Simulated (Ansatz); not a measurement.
# Sn5PbSe6: the cost of one run

Computed with Ansatz 0.2.0 (DFT PBE, scalar-relativistic, plane waves, PAW, unless a step's input says otherwise).

## 1. The structure to begin with

It takes space group P4/mmm (No. 123, tetragonal). Conventional cell: a = 4.315 Å, b = 4.315 Å, c = 18.307 Å, α = 90.00°, β = 90.00°, γ = 90.00°. Around Sn (site symmetry 4mm) lie 6 Se at 3.05 Å. Sn (site symmetry 4/mmm) has 6 Se at 3.05 Å as nearest neighbours. Around Pb (site symmetry 4/mmm) lie 6 Se at 3.05 Å. Se (site symmetry 4mm) is surrounded by 5 Sn at 3.05 Å and 1 Pb at 3.05 Å. Around Se (site symmetry 4/mmm) lie 4 Pb at 3.05 Å and 2 Sn at 3.05 Å. Around Se (site symmetry 4mm) lie 6 Sn at 3.05 Å. Se (site symmetry 4/mmm) has 6 Sn at 3.05 Å as nearest neighbours.

As a file:

```cif
data_structure
_symmetry_space_group_name_H-M 'P4/mmm'
_symmetry_Int_Tables_number 123
_cell_length_a 4.3151
_cell_length_b 4.3151
_cell_length_c 18.3074
_cell_angle_alpha 90.000
_cell_angle_beta 90.000
_cell_angle_gamma 90.000
_cell_volume 340.89
loop_
_atom_site_label
_atom_site_type_symbol
_atom_site_symmetry_multiplicity
_atom_site_Wyckoff_symbol
_atom_site_fract_x
_atom_site_fract_y
_atom_site_fract_z
_atom_site_occupancy
Sn1 Sn 2 g 0.00000 0.00000 0.83333 1
Sn2 Sn 2 h 0.50000 0.50000 0.66667 1
Sn3 Sn 1 c 0.50000 0.50000 0.00000 1
Pb1 Pb 1 b 0.00000 0.00000 0.50000 1
Se1 Se 2 g 0.00000 0.00000 0.66667 1
Se2 Se 1 d 0.50000 0.50000 0.50000 1
Se3 Se 2 h 0.50000 0.50000 0.16667 1
Se4 Se 1 a 0.00000 0.00000 0.00000 1
```

The start is an ordering of an alloy on its end members' structure types: elements ordered on the sites of the SnSe type, Pb/Sn on Sn (P4/mmm, No. 123).

## 2. The guess as it stands, on a coarse mesh

Contents of input.yaml:

```yaml
crystal:
  lattice:
    - [4.31510513, 0.0, 0.0]
    - [0.0, 4.31510513, 0.0]
    - [0.0, 0.0, 18.30744059]
  atoms:
    - { symbol: Sn, position: [0.0, 0.0, 0.83333333] }
    - { symbol: Sn, position: [0.5, 0.5, 0.66666667] }
    - { symbol: Sn, position: [0.5, 0.5, 0.33333333] }
    - { symbol: Sn, position: [0.0, 0.0, 0.16666667] }
    - { symbol: Sn, position: [0.5, 0.5, 0.0] }
    - { symbol: Pb, position: [0.0, 0.0, 0.5] }
    - { symbol: Se, position: [0.0, 0.0, 0.66666667] }
    - { symbol: Se, position: [0.5, 0.5, 0.5] }
    - { symbol: Se, position: [0.0, 0.0, 0.33333333] }
    - { symbol: Se, position: [0.5, 0.5, 0.16666667] }
    - { symbol: Se, position: [0.0, 0.0, 0.0] }
    - { symbol: Se, position: [0.5, 0.5, 0.83333333] }
basis:
  ecutwfc: 420
kpoints:
  mp_grid: { grid: [4, 4, 1] }
hamiltonian:
  xc: pbe
scf:
  occupations: { method: gaussian, width: 0.1 }
  lower_state_search: "off"
output:
  forces: true
  stress: true
  eigenvalues: true
```

Run with:

```bash
$ ansatz run input.yaml --threads 1 --pin off --max-ram 2560MiB --backend cpu --events-out ev --progress --plain --runs-dir out
```

**Question.** How long does this run take on 1 thread of Intel Xeon Platinum 8259CL at 2.50GHz (Skylake/Cascade Lake), shared host, and how much memory does it need?

About 14 s, with a peak of 0.72 GiB.
